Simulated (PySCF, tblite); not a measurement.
**C4H7BOS: geometry, infrared bands and NMR shifts**

What infrared bands and NMR shifts should C4H7BOS (`CCB1OC=CS1`) show?

Programs: tblite 0.8.0 and PySCF 2.14.0, with density-fitted response routines of our own. Each step states its level of theory. These are calculated values for one molecule in the gas phase, unless marked as measured. Atoms are numbered from 0 throughout.

## (1) The starting structure

14 atoms, charge 0, multiplicity 1; geometry from: force field or distance geometry start.

Bonds of the start (Å): C0–C1 1.52, C1–B2 1.60, B2–O3 1.44, O3–C4 1.35, C4–C5 1.32, C5–S6 1.79, S6–B2 1.90, C0–H7 1.12, C0–H8 1.11, C0–H9 1.14, C1–H10 1.10, C1–H11 1.10, C4–H12 1.11, C5–H13 1.09.

## (2) Geometry optimisation with GFN2-xTB

Job settings and geometry (Å):

```
{"job": {"kind": "relax", "xc": "GFN2-xTB", "basis": "xTB"}, "charge": 0, "multiplicity": 1}
C     -2.245100    -0.306000     0.783300
C     -1.280300     0.728900     0.238200
B      0.076700     0.071000    -0.290100
O      0.840000    -0.931800     0.411300
C      2.182800    -0.857800     0.441500
C      2.729400     0.147700    -0.207000
S      1.466800     1.176500    -0.954100
H     -2.069300    -0.372000     1.883300
H     -2.171500    -1.287700     0.265200
H     -3.275300     0.120100     0.554200
H     -1.114300     1.459000     1.049800
H     -1.748000     1.277600    -0.586500
H      2.819800    -1.597500     0.970400
H      3.787600     0.371600    -0.301600
```

On the command line:

```bash
> OMP_NUM_THREADS=1 python probes_run.py task.json out
```

One launch serves the whole session: the jobs run in the order shown.

**Question.** This job is followed by: GFN2-xTB harmonic vibrations, gas phase; GIAO PBE0/pcSseg-1 NMR shielding, non-relativistic, gas phase. What will the session give for the following? strongest single infrared mode (GFN2-xTB); zero-point energy (GFN2-xTB); ¹³C shifts against TMS (PBE0/pcSseg-1); ¹H shifts against TMS (PBE0/pcSseg-1, means over atoms taken as alike); ¹¹B shifts against BF3·OEt2 (PBE0/pcSseg-1); ¹⁷O shifts against H2O (PBE0/pcSseg-1); ³³S shifts against CS2 (PBE0/pcSseg-1).

The runs gave:

```
                                                              quantity                         value
                             strongest single infrared mode (GFN2-xTB)         1258 cm⁻¹, 119 km/mol
                                          zero-point energy (GFN2-xTB)                 66.9 kcal/mol
                                ¹³C shifts against TMS (PBE0/pcSseg-1)  149.2, 118.6, 12.3, 10.2 ppm
¹H shifts against TMS (PBE0/pcSseg-1, means over atoms taken as alike)    7.30, 6.41, 1.57, 1.25 ppm
                           ¹¹B shifts against BF3·OEt2 (PBE0/pcSseg-1)                      46.8 ppm
                                ¹⁷O shifts against H2O (PBE0/pcSseg-1)                     269.3 ppm
                                ³³S shifts against CS2 (PBE0/pcSseg-1)                        78 ppm
```

What this shows: Relaxing lowered the energy by 0.962 eV in 47 steps; the close pair that moved most is B2–O3, from 1.442 to 1.351 Å. No mode is imaginary among the 36: a minimum at this level. The strongest single mode, at 1258 cm⁻¹, moves mainly B2. GFN2-xTB is a fitted tight-binding method: band positions and strengths are rough. Its intensities can rank the bands wrongly. C4 (alkene carbon bearing oxygen) lies farthest downfield among carbon, at 149.2 ppm; an sp2 carbon further deshielded by the attached heteroatom. The most deshielded hydrogen is H12 (hydrogen on an alkene carbon bearing oxygen), at 7.30 ppm: attached to an sp2 carbon and in the plane of the double bond. At PBE0/pcSseg-1: The largest span, 363 ppm, is at O3, where the paramagnetic term is -328 ppm. NICS(1)zz of -16 ppm above the planar ring from B2 marks a diatropic (aromatic) ring current.
